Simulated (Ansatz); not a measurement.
# ZnF: the cost of one run

Program: Ansatz 0.2.0. Level of theory: DFT PBE, scalar-relativistic, plane waves, PAW. These are calculated values, not measurements.

The COD cell was measured well above room temperature, so it is larger than a cold one.

3 further runs of the same task are left out: 3 set aside as unsound or not needed.

### Step 1. The starting structure

It takes space group Fm-3m (No. 225, cubic). The conventional cell has a = 4.646 Å, b = 4.646 Å, c = 4.646 Å, α = 90.00°, β = 90.00°, γ = 90.00°. Zn (site symmetry m-3m) is surrounded by 6 F at 2.32 Å. Around F (site symmetry m-3m) lie 6 Zn at 2.32 Å.

Coordinates:

```cif
data_structure
_symmetry_space_group_name_H-M 'P 1'
_symmetry_Int_Tables_number 1
_cell_length_a 3.2851
_cell_length_b 3.2851
_cell_length_c 3.2851
_cell_angle_alpha 60.000
_cell_angle_beta 60.000
_cell_angle_gamma 60.000
_cell_volume 25.07
loop_
_atom_site_label
_atom_site_type_symbol
_atom_site_fract_x
_atom_site_fract_y
_atom_site_fract_z
_atom_site_occupancy
Zn1 Zn 0.00000 0.00000 0.00000 1
F1 F 0.50000 0.50000 0.50000 1
```

This is candidate A: rock salt type (Fm-3m, No. 225).

(A quick probe on a coarse mesh, which set the mesh and smearing, is not shown.)

### Step 3. Rough relaxation on the coarse mesh (candidate A)

input.yaml reads:

```yaml
crystal:
  lattice:
    - [0.0, 2.3228839946, 2.3228839946]
    - [2.3228839946, 0.0, 2.3228839946]
    - [2.3228839946, 2.3228839946, 0.0]
  atoms:
    - { symbol: Zn, position: [0.0, 0.0, 0.0] }
    - { symbol: F, position: [0.5, 0.5, 0.5] }
basis:
  ecutwfc: 420
kpoints:
  mp_grid: { grid: [6, 6, 6] }
hamiltonian:
  xc: pbe
scf:
  occupations: { method: gaussian, width: 0.1 }
  lower_state_search: "off"
output:
  forces: true
  stress: true
  eigenvalues: true
relax:
  adjacent_minimum: "off"
  f_tol: 0.04
  max_steps: 70
  cell: { stress_tol: 0.4 }
```

The run is started by

```bash
$ ansatz run input.yaml --threads 1 --pin off --max-ram 2560MiB --backend cpu --events-out ev --progress --plain --runs-dir out
```

**Question.** How long does this run take on 1 thread of Intel Xeon Platinum 8259CL at 2.50GHz (Skylake/Cascade Lake), shared host, and how much memory does it need?

About 4.3 s, with a peak of 0.35 GiB.
